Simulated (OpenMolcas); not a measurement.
# Tc⁴⁺ among point charges: CASSCF and CASPT2 levels and susceptibility

Aim: the splitting of the states of Tc⁴⁺ in the field of 4 point charges, its lowest levels with spin-orbit coupling and its magnetic susceptibility.

The numbers are computed with OpenMolcas 26.06 (state-averaged CASSCF and CASPT2, spin-orbit coupling by RASSI with atomic mean-field integrals), except any that are marked as measured or tabulated.

## 1. The system

| Item | Value |
| --- | --- |
| Species | Tc⁴⁺ (technetium, Z = 43, 39 electrons) |
| Basis | ANO-RCC-VDZP [6s5p3d1f], 43 functions |
| Scalar Hamiltonian | DKH2, point nucleus |
| Inactive shells | 1s 2s 2p 3s 3p 3d 4s 4p |
| Active space | 3 electrons in 5 orbitals (4d) |
| Some configurations of this space | 4d³ |
| Orbitals | optimised for each spin and parity, averaged over all roots |

The outer shells:

4d3
```
4d [↑ ][↑ ][↑ ][  ][  ]
```

The ion sits among 4 point charges of -1.62 e arranged as a tetrahedron (Td), 2.06 Å from the ion.

Each step is its own input file, run in one work folder so that later steps find the files of earlier ones. Labels, J, g values, rates, χT and fits are worked out afterwards by a script from the matrices that RASSI stores.

## 2. One- and two-electron integrals

File a.inp:

```
&GATEWAY
Coord
1

Tc 0.0 0.0 0.0
Basis=ANO-RCC-VDZP
Group=NoSym
NoMove
AngMom=0.0 0.0 0.0
AMFI
XField
4 Angstrom 0
1.189342 1.189342 1.189342 -1.620000
1.189342 -1.189342 -1.189342 -1.620000
-1.189342 1.189342 -1.189342 -1.620000
-1.189342 -1.189342 1.189342 -1.620000
&SEWARD
```

Run with:

```
OMP_NUM_THREADS=1 MOLCAS_MEM=1689 MOLCAS_PROJECT=a pymolcas a.inp > a.log
```

## 3. CASSCF: quartets, 10 roots

File a.inp:

```
&RASSCF
FileOrb=start.orb
Symmetry=1
Spin=4
nActEl=3 0 0
Inactive=18
Ras2=5
CIRoot=10 10 1
SDav=10
CIMx=300
Iter=120 100
PrWF=0.3
OrbListing=Nothing
MaxOrb=0
>>> COPY $Project.JobIph JOB001
```

start.orb holds the contracted functions of the basis, ordered by shell, or the orbitals of the step before.

## 4. CASSCF: doublets, 40 roots

File a.inp:

```
&RASSCF
FileOrb=start.orb
Symmetry=1
Spin=2
nActEl=3 0 0
Inactive=18
Ras2=5
CIRoot=40 40 1
SDav=40
CIMx=300
Iter=120 100
PrWF=0.3
OrbListing=Nothing
MaxOrb=0
>>> COPY $Project.JobIph JOB002
```

## 5. State interaction with spin-orbit coupling

File a.inp:

```
&RASSI
NrOfJobIphs=2 10 40
1 2 3 4 5 6 7 8 9 10
1 2 3 4 5 6 7 8 9 10 11 12 13 14 15 16 17 18 19 20 21 22 23 24 25 26 27
28 29 30 31 32 33 34 35 36 37 38 39 40
IphNames
JOB001
JOB002
EJob
SpinOrbit
DIPRint=1.0
SOCoupling=1000.0
Subsets=2
Property=9
'ANGMOM' 1 'ANGMOM' 2 'ANGMOM' 3 'MLTPL  1' 1 'MLTPL  1' 2 'MLTPL  1' 3
'AMFI' 1 'AMFI' 2 'AMFI' 3
SOProperty=3
'ANGMOM' 1 'ANGMOM' 2 'ANGMOM' 3
```

## 6. CASPT2: IPEA 0.25, imaginary shift 0.1 (closed shells correlated: 4s 4p)

File a.inp:

```
>>> COPY JOB001 $Project.JobIph
&CASPT2
Multistate=10 1 2 3 4 5 6 7 8 9 10
NoMult
Frozen=14
IPEA=0.25
Imaginary=0.1
MaxIter=60
WThr=0.0 0.3 0.05
PrWF=0.5
NoMix
>>> COPY JOB002 $Project.JobIph
&CASPT2
Multistate=40 1 2 3 4 5 6 7 8 9 10 11 12 13 14 15 16 17 18 19 20 21 22
23 24 25 26 27 28 29 30 31 32 33 34 35 36 37 38 39 40
NoMult
Frozen=14
IPEA=0.25
Imaginary=0.1
MaxIter=60
WThr=0.0 0.3 0.05
PrWF=0.5
NoMix
```

(Steps that only read results are left out.)

**Question.** What will these runs give? Wanted: spin-free ground state; first state of the same spin within the active space; lowest level; next level.

**Answer**, as computed:

| quantity | value |
| --- | --- |
| method | SS-CASPT2, IPEA 0.25, imaginary shift 0.1 (closed shells correlated: 4s 4p) |
| spin-free ground state | 4T1, 3-fold in its orbital part |
| first state of the same spin within the active space | 4T2 at 1800 cm⁻¹ |
| lowest level | 4-fold Γ8 |
| next level | 661.9 cm⁻¹ |
| χT at 300 K | 0.28 cm³ K/mol |
| effective moment at 300 K | 1.51 μB |

Cost by method:

```csv
method,time of its own steps,time with the reference
A. CASSCF,10 s,10 s
"B. SS-CASPT2, IPEA 0.25, imaginary shift 0.1, +4s 4p",4.8 s,15 s
```

Times are of one thread on a shared host.

What this shows: The spin-free ground state (4T1) comes to 100 % from free-ion F terms and keeps the highest spin of the shell. χT at 300 K is 0.28, against 1.88 cm³ K/mol for the spin alone, so spin-orbit coupling lowers it. A ligand-field fit to the states below 45000 cm-1 gives 10Dq = -2425 cm-1, B = 768 cm-1 and C = 3430 cm-1 (C/B = 4.47), with a deviation of 348 cm-1. CASPT2 does not keep the components of a term degenerate, and the means are used. The field of point charges can differ much from that of real complexes. Point charges carry no covalency, so the field is a model and not that of real ligands.
